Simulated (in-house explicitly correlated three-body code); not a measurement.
# Two electrons around a charge of +7 under Yukawa screening of 0.525 per bohr: exact states

Aim: the lowest states of two electrons around a charge of +7 under Yukawa screening of 0.525 per bohr to near-exact accuracy, with their sizes and correlation.

Method: two electrons, non-relativistic, variational in exponentially correlated functions. Code: in-house explicitly correlated three-body code version 1.

## 1. The system

```
charge of the centre : +7
mass of the centre   : infinite
interactions         : Yukawa, exp(−0.525 r)/r, between all pairs
basis                : 260 functions exp(−a r1 − b r2 − g r12) a state, exponent ranges optimised
units                : hartree and bohr; relativity and QED are left out
```

## 2. The variational calculation

Settings:

```ini
Z = 7.0
screening = 0.525
interaction_strength = 1.0
functions = 260
states_tried = 13
```

Launch:

```sh
$ python run_hyl.py task.json out
```

Main fields of the result record, rounded:

```text
status: converged
states [hartree, bohr]:
  - {"name": "1 1S", "E": -38.32925318169, "change": 2.5e-08, "T": 44.42505301, "inv_r": 6.165430355, "inv_r12": 3.561718772, "r": 0.227729454, "r2": 0.0697566169, "r12": 0.33673754, "r12_2": 0.141922732, "cos": -0.01879965, "p1p2": 0.80464544, "d1": 98.37803, "d12": 10.123}
  - {"name": "2 3S", "E": -23.38572980054, "change": 3.2e-10, "T": 28.599262461, "inv_r": 3.767139125, "inv_r12": 0.754955482, "r": 0.600905522, "r2": 0.601442049, "r12": 1.01982965, "r12_2": 1.20557082, "cos": -0.0055491, "p1p2": 0.048880186, "d1": 58.79655, "d12": 0.0}
  - {"name": "2 1S", "E": -23.17151796678, "change": 1.4e-08, "T": 28.335287702, "inv_r": 3.743857892, "inv_r12": 0.9072048139, "r": 0.627225896, "r2": 0.664829062, "r12": 1.06314848, "r12_2": 1.33385582, "cos": -0.008001117, "p1p2": 0.060812369, "d1": 58.38995, "d12": 1.4749}
  - {"name": "2 3P", "E": -23.07394521804, "change": 5.7e-09, "T": 28.408811679, "inv_r": 3.743823109, "inv_r12": 0.930766627, "r": 0.542469491, "r2": 0.490954012, "r12": 0.915001258, "r12_2": 1.00279811, "cos": -0.06210564, "p1p2": -2.4944714, "d1": 53.71932, "d12": 0.0}
  - {"name": "2 1P", "E": -22.93755493209, "change": 4.3e-09, "T": 28.227601566, "inv_r": 3.726036137, "inv_r12": 0.9993494269, "r": 0.562726088, "r2": 0.533670239, "r12": 0.928787031, "r12_2": 1.05551424, "cos": 0.0379012, "p1p2": 2.3123016, "d1": 54.27514, "d12": 0.35402}
  - {"name": "3 3S", "E": -21.28117549208, "change": 4.4e-10, "T": 25.4080079, "inv_r": 3.3469834, "inv_r12": 0.1685842066, "r": 1.51919582, "r2": 4.62294624, "r12": 2.83378996, "r12_2": 9.24685803, "cos": -0.001046355, "p1p2": 0.0082635726, "d1": 54.94736, "d12": 0.0}
  - {"name": "3 1S", "E": -21.24755429167, "change": 2.1e-08, "T": 25.325767038, "inv_r": 3.340008815, "inv_r12": 0.1868020774, "r": 1.59240598, "r2": 5.11792155, "r12": 2.978589, "r12_2": 10.2369794, "cos": -0.001436605, "p1p2": 0.010429311, "d1": 54.87088, "d12": 0.24664}
  - {"name": "3 3P", "E": -21.19018700277, "change": 6.5e-09, "T": 25.308530457, "inv_r": 3.334157486, "inv_r12": 0.1794873469, "r": 1.55581788, "r2": 4.96800721, "r12": 2.9080804, "r12_2": 9.93896217, "cos": -0.008509634, "p1p2": -0.33234011, "d1": 54.10456, "d12": 0.0}
  - {"name": "3 1P", "E": -21.16979077123, "change": 8e-09, "T": 25.246736525, "inv_r": 3.328672021, "inv_r12": 0.1848810022, "r": 1.619318, "r2": 5.41595045, "r12": 3.03141998, "r12_2": 10.831112, "cos": 0.005077466, "p1p2": 0.32032061, "d1": 54.17817, "d12": 0.05852}
threshold [hartree]: -21.0223181787
transitions:
  - ["1 1S", "2 1P", 15.391698, 0.05838491]
  - ["1 1S", "3 1P", 17.159462, 0.006289442]
  - ["2 1S", "2 1P", 0.23396304, 0.8821463]
  - ["2 1S", "3 1P", 2.0017272, 0.1401387]
  - ["3 1S", "2 1P", -1.6900006, 0.04418253]
  - ["3 1S", "3 1P", 0.07776352, 8.877232]
  - ["2 3S", "2 3P", 0.31178458, 0.8059624]
  - ["2 3S", "3 3P", 2.1955428, 0.1187977]
  - ["3 3S", "2 3P", -1.7927697, 0.0454983]
  - ["3 3S", "3 3P", 0.090988489, 8.081928]
polarisability [au]: {"1 1S": {"alpha": 0.004786757, "c6": 0.000313862, "f_sum": 1.999998}, "2 1S": {"alpha": 2.610585, "c6": 1.28305, "f_sum": 2.002221}, "2 3S": {"alpha": 1.800132, "c6": 0.818272, "f_sum": 2.000141}}
```

«change» is the move of the energy from 170 to 260 functions; states that moved too far are left out. d1 and d12 are the expectation values of δ(r1) and δ(r12).

It took 2.4 min on 1 thread of Arm Neoverse N1, shared host.

## 3. The bound states

Binding counts from the one-electron threshold at -21.022318 hartree:

```
state  binding (eV)  excitation (eV)     ⟨r⟩  ⟨r12⟩ (bohr)  ⟨cos θ12⟩
 1 ¹S       470.946                0  0.2277        0.3367    -0.0188
 2 ³S       64.3117          406.634  0.6009         1.020    -0.0055
 2 ¹S       58.4827          412.463  0.6272         1.063    -0.0080
 2 ³P       55.8276          415.118  0.5425        0.9150    -0.0621
 2 ¹P       52.1162          418.829  0.5627        0.9288     0.0379
 3 ³S       7.04387          463.902   1.519         2.834    -0.0010
 3 ¹S       6.12899          464.817   1.592         2.979    -0.0014
 3 ³P       4.56794          466.378   1.556         2.908    -0.0085
 3 ¹P       4.01293          466.933   1.619         3.031     0.0051
```

## 4. Electric-dipole lines

Oscillator strengths from the S state (negative where P lies lower) and rates of the upper state's decay:

```
   S     P  E(P) − E(S) (eV)         f  rate (1/s)
1 ¹S  2 ¹P            418.83    0.5991   1.520e+12
1 ¹S  3 ¹P            466.93   0.07195   2.269e+11
2 ¹S  2 ¹P            6.3665    0.1376   8.066e+07
2 ¹S  3 ¹P            54.470    0.1870   8.025e+09
3 ¹S  2 ¹P           -45.987  -0.04978   4.568e+09
3 ¹S  3 ¹P            2.1161    0.4602   2.981e+07
2 ³S  2 ³P            8.4841    0.1675   1.744e+08
2 ³S  3 ³P            59.744    0.1739   8.977e+09
3 ³S  2 ³P           -48.784  -0.05438   5.615e+09
3 ³S  3 ³P            2.4759    0.4902   4.347e+07
```

## 5. What came out

| quantity | value |
| --- | --- |
| ground-state energy | -38.32925318 hartree |
| binding of the second electron | 470.95 eV |
| ⟨r12⟩, ⟨cos θ12⟩ | 0.3367 bohr, -0.0188 |
| resonance line 1 ¹S–2 ¹P | 418.83 eV, f = 0.5991 |
| polarisability of the ground state | 0.0047868 bohr³ |

In words: The second electron is bound by 470.9 eV, and the mean cosine of -0.019 shows the electrons leaning only slightly to opposite sides. Exchange puts 2 ³S 5.83 eV under 2 ¹S.
